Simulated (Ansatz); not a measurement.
**CH9NSi3: a ladder of functionals and wavefunction methods**

The task here is to estimate one member of a computed series from the others.

Method: functionals in def2-TZVPP, the program's frozen cores in correlated methods; program: Ansatz 0.2.0, Gaussian basis.

The runs, in order: PBE-D4, r2SCAN-D4, PBE0-D4, B3LYP-D4, ωB97X-V, ωB97M-V, B2PLYP; CCSD(T)/def2-TZVPP; MP2/def2-QZVPP; extrapolation to the limit.

### The geometry

An earlier PBE0-D4 in a triple-zeta def2 set relaxation fixed the geometry.

SMILES `[SiH3][SiH]1NC[SiH2]1`, 14 atoms, charge 0, spin multiplicity 1.

Atoms are counted from 1 here; the program's logs count them from 0.

Bond lengths: Si1–Si2 2.346 Å, Si1–H6 1.490 Å, Si1–H7 1.491 Å, Si1–H8 1.489 Å, Si2–N3 1.733 Å, Si2–Si5 2.330 Å, Si2–H9 1.497 Å, N3–C4 1.465 Å, N3–H10 1.007 Å, C4–Si5 1.919 Å, C4–H11 1.097 Å, C4–H12 1.097 Å, Si5–H13 1.488 Å, Si5–H14 1.488 Å. Angles: Si2–Si1–H6 110.5°, Si2–Si1–H7 111.4°, Si2–Si1–H8 110.3°, H6–Si1–H7 108.0°, H6–Si1–H8 108.5°, H7–Si1–H8 108.0°, Si1–Si2–N3 115.6°, Si1–Si2–Si5 120.1°, Si1–Si2–H9 107.6°, N3–Si2–Si5 76.4°, N3–Si2–H9 115.2°, Si5–Si2–H9 119.4°, Si2–N3–C4 110.5°, Si2–N3–H10 130.8°, C4–N3–H10 118.6°, N3–C4–Si5 97.2°, N3–C4–H11 112.9°, N3–C4–H12 113.2° and more.

As a file:

```xyz
14

Si   -1.6559    1.4156    1.2910
Si   -0.1759    0.8143   -0.4264
N    -0.4056   -0.7690   -1.0937
C     0.7621   -1.6130   -0.8279
Si    1.8132   -0.2884    0.0800
H    -1.2969    2.7512    1.8458
H    -3.0613    1.4840    0.7977
H    -1.6033    0.4155    2.3927
H    -0.1632    1.9303   -1.4242
H    -1.2033   -1.1808   -1.5498
H     1.2380   -1.9848   -1.7434
H     0.5338   -2.4775   -0.1932
H     2.1326   -0.6152    1.4958
H     3.0729    0.0885   -0.6157
```

The first run:

in.yaml reads:

```yaml
crystal:
  periodic: [false, false, false]
  atoms:
    - {symbol: Si, position_ang: [-1.655890, 1.415561, 1.291023]}
    - {symbol: Si, position_ang: [-0.175908, 0.814313, -0.426402]}
    - {symbol: N, position_ang: [-0.405550, -0.768989, -1.093732]}
    - {symbol: C, position_ang: [0.762115, -1.612994, -0.827903]}
    - {symbol: Si, position_ang: [1.813202, -0.288442, 0.080050]}
    - {symbol: H, position_ang: [-1.296945, 2.751219, 1.845764]}
    - {symbol: H, position_ang: [-3.061345, 1.483952, 0.797696]}
    - {symbol: H, position_ang: [-1.603309, 0.415487, 2.392737]}
    - {symbol: H, position_ang: [-0.163199, 1.930322, -1.424198]}
    - {symbol: H, position_ang: [-1.203348, -1.180810, -1.549764]}
    - {symbol: H, position_ang: [1.237962, -1.984831, -1.743352]}
    - {symbol: H, position_ang: [0.533754, -2.477521, -0.193151]}
    - {symbol: H, position_ang: [2.132626, -0.615155, 1.495754]}
    - {symbol: H, position_ang: [3.072933, 0.088489, -0.615724]}
basis:
  gaussian: {orbitals: def2-TZVPP}
hamiltonian: {xc: pbe, dispersion: d4}
output: {forces: true, orbitals: {seedname: orbitals}}
```

Started as:

```sh
> ansatz run in.yaml --threads 4 --pin off --events-out ev --progress --plain --max-ram 10444MiB
```

Among the steps run: PBE-D4 (GGA); r2SCAN-D4 (meta-GGA); PBE0-D4 (hybrid); B3LYP-D4 (hybrid); ωB97X-V (range-separated); ωB97M-V (range-separated); B2PLYP (double hybrid); CCSD(T) in def2-TZVPP; MP2 in def2-QZVPP.

One of the session's tables, all rows but one given; the rest of the session is left out.

| method | atomisation energy (kJ/mol) |
| --- | --- |
| PBE-D4 | 4573.0 |
| r2SCAN-D4 | 4542.9 |
| PBE0-D4 | 4534.2 |
| B3LYP-D4 | 4551.5 |
| ωB97X-V | ? |
| ωB97M-V | 4557.4 |
| B2PLYP | 4478.4 |
| HF/def2-TZVPP | 3314.4 |
| MP2/def2-TZVPP | 4418.1 |
| CCSD/def2-TZVPP | 4360.7 |
| CCSD(T)/def2-TZVPP | 4417.6 |
| MP2/CBS | 4549.0 |
| CCSD(T)/CBS | 4548.6 |

Estimate the missing values for ωB97X-V.

**Answer.** atomisation energy (kJ/mol): 4594.7. In the column «atomisation energy (kJ/mol)» it is the highest.
